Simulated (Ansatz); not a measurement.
# SiB6: a short molecular-dynamics run

What does SiB6 do over 20 steps of 3 fs under a Langevin thermostat at 300 K? The cell is a database structure of 7 atoms, taken as it stands, without a relaxation.

All numbers below are computed with Ansatz 0.2.0 (DFT PBE, plane waves, PAW, scalar-relativistic, no spin polarisation).

### 1 Starting point

The cell holds 7 atoms (B6Si): a = 4.137 Å, b = 4.137 Å, c = 4.137 Å, α = 90.00°, β = 90.00°, γ = 90.00°.

Coordinates:

```cif
data_structure
_symmetry_space_group_name_H-M 'P 1'
_symmetry_Int_Tables_number 1
_cell_length_a 4.1371
_cell_length_b 4.1371
_cell_length_c 4.1371
_cell_angle_alpha 90.000
_cell_angle_beta 90.000
_cell_angle_gamma 90.000
_cell_volume 70.81
loop_
_atom_site_label
_atom_site_type_symbol
_atom_site_fract_x
_atom_site_fract_y
_atom_site_fract_z
_atom_site_occupancy
B1 B 0.21000 0.50000 0.50000 1
B2 B 0.50000 0.21000 0.50000 1
B3 B 0.79000 0.50000 0.50000 1
B4 B 0.50000 0.79000 0.50000 1
B5 B 0.50000 0.50000 0.21000 1
B6 B 0.50000 0.50000 0.79000 1
Si1 Si 0.00000 0.00000 0.00000 1
```

### 2 Dynamics

input.yaml reads:

```yaml
crystal:
  lattice:
    - [4.137101, 0.0, 0.0]
    - [0.0, 4.137101, 0.0]
    - [0.0, 0.0, 4.137101]
  atoms:
    - { symbol: B, position: [0.21, 0.5, 0.5] }
    - { symbol: B, position: [0.5, 0.21, 0.5] }
    - { symbol: B, position: [0.79, 0.5, 0.5] }
    - { symbol: B, position: [0.5, 0.79, 0.5] }
    - { symbol: B, position: [0.5, 0.5, 0.21] }
    - { symbol: B, position: [0.5, 0.5, 0.79] }
    - { symbol: Si, position: [0.0, 0.0, 0.0] }
kpoints:
  mp_grid: { grid: [4, 4, 4] }
magnetization:
  spin_polarized: false
scf:
  occupations: { method: fermi_dirac, width: 0.1 }
hamiltonian:
  pseudopotentials: { kind: paw }
  xc: pbe
basis:
  ecutwfc: 420
md:
  timestep: 3.0
  n_steps: 20
  ensemble: nvt_langevin
  temperature: 300.0
  initial_velocities: maxwell_boltzmann
  seed: 121877
```

Command:

```sh
> ansatz run input.yaml --threads 2 --pin off --max-ram 2560MiB --backend cpu --events-out ev --progress --plain --runs-dir out
```

Q: Predict the outcome of this session. Wanted: temperature, first and last step; temperature, second half; potential energy, second half; mean square displacement, second half.

**Answer**, as computed:

```
                             quantity                           value
                               length                20 steps of 3 fs
     temperature, first and last step                  257 and 1066 K
             temperature, second half  mean 876 K, from 567 to 1139 K
        potential energy, second half    -117 meV/atom from the start
mean square displacement, second half            Si 0.277, B 0.057 Å²
```

Against a set 300 K the second half averages 876 K, going from 601 to 1066 K over that half; the potential energy of that half lies 117 meV/atom under the start, and the run is not yet in equilibrium. The farthest move is 0.77 Å against a typical spacing of 1.7 Å: a large displacement, and the run is too short to tell whether atoms leave their places. A run of 60 fs with 7 atoms shows the motion but fixes no equilibrium value.
